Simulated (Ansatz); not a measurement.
# H6N3OV: the cost of one run

Computed with Ansatz 0.2.0, Gaussian basis. Level: the settings change from run to run.

## Step 1: The geometry

An earlier PBE0-D4 in a triple-zeta def2 set relaxation fixed the geometry.

SMILES `[NH]=[V]([NH2])([NH2])[OH]`, 11 atoms, charge 0, spin multiplicity 1.

Atoms are counted from 1 here; the program's logs count them from 0.

Bond lengths: N1–V2 1.608 Å, N1–H6 1.010 Å, V2–N3 1.838 Å, V2–N4 1.838 Å, V2–O5 1.783 Å, N3–H7 1.006 Å, N3–H8 1.011 Å, N4–H9 1.006 Å, N4–H10 1.011 Å, O5–H11 0.958 Å. Angles: V2–N1–H6 172.8°, N1–V2–N3 105.5°, N1–V2–N4 105.5°, N1–V2–O5 114.2°, N3–V2–N4 113.0°, N3–V2–O5 109.3°, N4–V2–O5 109.3°, V2–N3–H7 126.3°, V2–N3–H8 121.9°, H7–N3–H8 111.5°, V2–N4–H9 126.3°, V2–N4–H10 121.9°, H9–N4–H10 111.5°, V2–O5–H11 125.6°.

## Step 2: wPBEh/aug-cc-pVDZ

Set apart from the defaults: charge +1, multiplicity 2, atoms shaken by 0.15 Å, density fitting with def2-universal-jkfit, a point charge of 1.00 e beside it, relativity set to none.

Contents of in.yaml:

```yaml
crystal:
  periodic: [false, false, false]
  atoms:
    - {symbol: N, position_ang: [-1.465733, 0.412574, 0.328776]}
    - {symbol: V, position_ang: [0.079378, -0.055841, -0.235374]}
    - {symbol: N, position_ang: [0.493498, -1.694888, 0.525789]}
    - {symbol: N, position_ang: [0.909627, 1.182109, 0.498960]}
    - {symbol: O, position_ang: [-0.147238, 0.120520, -1.702936]}
    - {symbol: H, position_ang: [-2.382846, 0.718590, 0.541556]}
    - {symbol: H, position_ang: [-0.335379, -2.131722, 1.162541]}
    - {symbol: H, position_ang: [1.196840, -2.113009, 0.022392]}
    - {symbol: H, position_ang: [0.990941, 1.873019, 0.947548]}
    - {symbol: H, position_ang: [2.236548, 1.073968, 0.090896]}
    - {symbol: H, position_ang: [-0.637495, 0.256118, -2.416532]}
basis:
  gaussian: {orbitals: aug-cc-pVDZ, fitting: {mean_field: def2-universal-jkfit}, point_charges: [{charge: 1.00, position_ang: [5.316, 0.661, -0.534]}]}
total_charge: 1
magnetization: {spin_polarized: true, initial_magnetization: 1}
hamiltonian: {xc: {name: wPBEh}, pseudopotentials: {relativity: none}}
```

Run with:

```bash
$ ansatz run in.yaml --threads 4 --pin off --events-out ev --progress --plain --max-ram 10444MiB
```

Q: Estimate wall time and peak memory on 4 threads of Intel Xeon at 2.50GHz, shared host.

About 72 s, with a peak of 0.92 GiB.
